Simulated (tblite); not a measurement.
# C4H9BFN: the cost of one run

The runs use tblite 0.8.0 and PySCF 2.14.0, with density-fitted response routines of our own; the level of theory stands in each step. All values are computed, except where a source is named. Atoms are numbered from 0 throughout.

**1. The starting structure**

16 atoms, charge 0, multiplicity 1; geometry from: force field or distance geometry start.

Bonds of the start (Å): C0–C1 1.34, C1–B2 1.57, B2–N3 1.53, C1–C4 1.50, C4–C5 1.50, C4–F6 1.40, C0–H7 1.09, C0–H8 1.09, B2–H9 1.18, N3–H10 1.04, N3–H11 1.03, C4–H12 1.11, C5–H13 1.10, C5–H14 1.13, C5–H15 1.11.

**2. Optimising the geometry with GFN2-xTB**

The job: settings as JSON, then the geometry in Å.

```
{"job": {"kind": "relax", "xc": "GFN2-xTB", "basis": "xTB"}, "charge": 0, "multiplicity": 1}
C     -0.286300     1.736700    -0.673600
C     -0.149200     0.488400    -0.218000
B     -1.204600    -0.135300     0.763800
N     -2.295500    -1.021100     0.154400
C      1.034900    -0.343500    -0.596300
C      1.795900    -0.711700     0.639700
F      1.858500     0.397900    -1.445000
H      0.500500     2.097200    -1.337900
H     -1.143100     2.349100    -0.392900
H     -1.395300     0.381400     1.808000
H     -3.207400    -0.625600     0.448100
H     -2.216400    -0.985400    -0.873700
H      0.671100    -1.265000    -1.099000
H      1.679100    -1.782500     0.846000
H      1.476300    -0.059700     1.509400
H      2.874100    -0.511800     0.455800
```

Launch:

```console
$ OMP_NUM_THREADS=1 python probes_run.py task.json out
```

The driver reads the jobs from task.json and runs them one after another.

Q: Estimate the wall time and peak memory of this first job on 1 thread of Intel Xeon Platinum 8259CL at 2.50GHz, shared host.

About 1.6 s, with a peak of 0.18 GiB.
